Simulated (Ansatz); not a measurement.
# Alloy of GaN and ZnO (5 of 8 Ga sites, 5 of 8 N sites exchanged), 16 atoms with displaced atoms

Wanted: the effect of changed settings on energy, forces, pressure and convergence.

Program: Ansatz 0.2.0, PAW, plane waves. These are calculated values, not measurements.

**1. Starting point**

16 atoms (3 Ga, 5 Zn, 5 O, 3 N); a = 6.429 Å, b = 5.567 Å, c = 5.205 Å, α = 90.00°, β = 90.00°, γ = 90.00°. All atoms were shaken off their sites by about 0.10 Å along each axis.

**2. Single point with PBEsol**

Contents of in.yaml:

```yaml
crystal:
  lattice:
    - [6.428711, 0.000000, 0.000000]
    - [0.000000, 5.567427, 0.000000]
    - [0.000000, 0.000000, 5.204982]
  atoms:
    - { symbol: Ga, position: [0.262892, 0.161189, 0.459260] }
    - { symbol: Ga, position: [0.008250, 0.674160, 0.516771] }
    - { symbol: Ga, position: [0.472370, 0.313536, 0.001704] }
    - { symbol: Zn, position: [0.746327, 0.186878, 0.491802] }
    - { symbol: Zn, position: [0.457178, 0.667852, 0.481682] }
    - { symbol: Zn, position: [0.005178, 0.330684, 0.030072] }
    - { symbol: Zn, position: [0.221283, 0.829714, 0.027189] }
    - { symbol: Zn, position: [0.753197, 0.814723, 0.993796] }
    - { symbol: O, position: [0.983592, 0.340265, 0.390947] }
    - { symbol: O, position: [0.265256, 0.844387, 0.373601] }
    - { symbol: O, position: [0.988424, 0.678917, 0.864008] }
    - { symbol: O, position: [0.755394, 0.185790, 0.864091] }
    - { symbol: O, position: [0.508664, 0.661108, 0.853228] }
    - { symbol: N, position: [0.519164, 0.342093, 0.372609] }
    - { symbol: N, position: [0.749010, 0.851717, 0.386001] }
    - { symbol: N, position: [0.244419, 0.185005, 0.860789] }
  symmetry: { detect: false }
kpoints:
  mp_grid: { grid: [1, 1, 1], shift: [0.25, 0.25, 0.25] }
hamiltonian:
  xc: pbesol
scf:
  occupations: { method: fermi_dirac, width: 0.01 }
output:
  forces: true
  eigenvalues: true
  stress: true
  populations: true
```

Started as:

```sh
$ ansatz run in.yaml --threads 2 --pin off --max-ram 30400MiB --runs-dir r --events-out ev --progress --plain
```

**3. Variant: mixing beta 0.1**

in.yaml, as its differences from that of step 2:

```diff
@@ -29,2 +29,4 @@
   occupations: { method: fermi_dirac, width: 0.01 }
+  max_iter: 100
+  mixing: { beta: 0.1 }
 output:
@@ -33,2 +35 @@
   stress: true
-  populations: true
```

**4. Variant: xc grid 1, occupations cold**

in.yaml, as its differences from that of step 3:

```diff
@@ -25,2 +25,3 @@
   mp_grid: { grid: [1, 1, 1], shift: [0.25, 0.25, 0.25] }
+basis: { xc_grid: 1 }
 hamiltonian:
@@ -28,5 +29,4 @@
 scf:
-  occupations: { method: fermi_dirac, width: 0.01 }
-  max_iter: 100
-  mixing: { beta: 0.1 }
+  occupations: { method: cold, width: 0.01 }
+  max_iter: 90
 output:
@@ -35 +35,5 @@
   stress: true
+  write_density: true
+  write_potential: true
+  elf: true
+  volumetric_format: npy
```

**5. Variant: smearing width 0.001 eV, functional LDA**

in.yaml, as its differences from that of step 4:

```diff
@@ -25,8 +25,7 @@
   mp_grid: { grid: [1, 1, 1], shift: [0.25, 0.25, 0.25] }
-basis: { xc_grid: 1 }
 hamiltonian:
-  xc: pbesol
+  xc: lda
 scf:
-  occupations: { method: cold, width: 0.01 }
-  max_iter: 90
+  occupations: { method: fermi_dirac, width: 0.001 }
+  max_iter: 100
 output:
@@ -35,5 +34 @@
   stress: true
-  write_density: true
-  write_potential: true
-  elf: true
-  volumetric_format: npy
```

**6. Variant: cutoff 480 eV, occupations cold**

in.yaml, as its differences from that of step 5:

```diff
@@ -25,7 +25,8 @@
   mp_grid: { grid: [1, 1, 1], shift: [0.25, 0.25, 0.25] }
+basis: { ecutwfc: 480 }
 hamiltonian:
-  xc: lda
+  xc: pbesol
 scf:
-  occupations: { method: fermi_dirac, width: 0.001 }
-  max_iter: 100
+  occupations: { method: cold, width: 0.01 }
+  max_iter: 60
 output:
```

**7. Run again with density cutoff ratio 8**

in.yaml, as its differences from that of step 6:

```diff
@@ -25,3 +25,3 @@
   mp_grid: { grid: [1, 1, 1], shift: [0.25, 0.25, 0.25] }
-basis: { ecutwfc: 480 }
+basis: { ecutrho_ratio: 8 }
 hamiltonian:
@@ -29,4 +29,4 @@
 scf:
-  occupations: { method: cold, width: 0.01 }
-  max_iter: 60
+  occupations: { method: fermi_dirac, width: 0.01 }
+  max_iter: 80
 output:
```

Before running it: what results should come out? Wanted: for each run, settings; status; energy from base; forces from base.

**Answer**, as computed:

| settings | status | cycles | time | energy from base (meV/atom) | forces from base (eV/Å rms) | filled to empty level on the mesh (eV) |
| --- | --- | --- | --- | --- | --- | --- |
| base | converged | 10 | 4 s (2 CPU threads) | 0 | 0 | 1.98 |
| mixing beta 0.1 | converged | 10 | 2.9 s (2 CPU threads) | 0.0 | 0.000 | 1.98 |
| xc grid 1, occupations cold | converged | 10 | 4 s (2 CPU threads) | 0.0 | 0.001 | 1.98 |
| smearing width 0.001 eV, functional LDA | converged | 10 | 2.8 s (2 CPU threads) | - | 0.064 | 1.97 |
| cutoff 480 eV, occupations cold | converged | 10 | 3.2 s (2 CPU threads) | -3.9 | 0.002 | 1.98 |
| density cutoff ratio 8 | converged | 10 | 3.7 s (2 CPU threads) | 0.0 | 0.000 | 1.98 |

**Reading.** Among these variants the forces move most with smearing width 0.001 eV, functional LDA (0.064 eV/Å rms). The base mesh is coarse for so small a cell, so pressure, spacing and their changes aren't converged values of the solid.
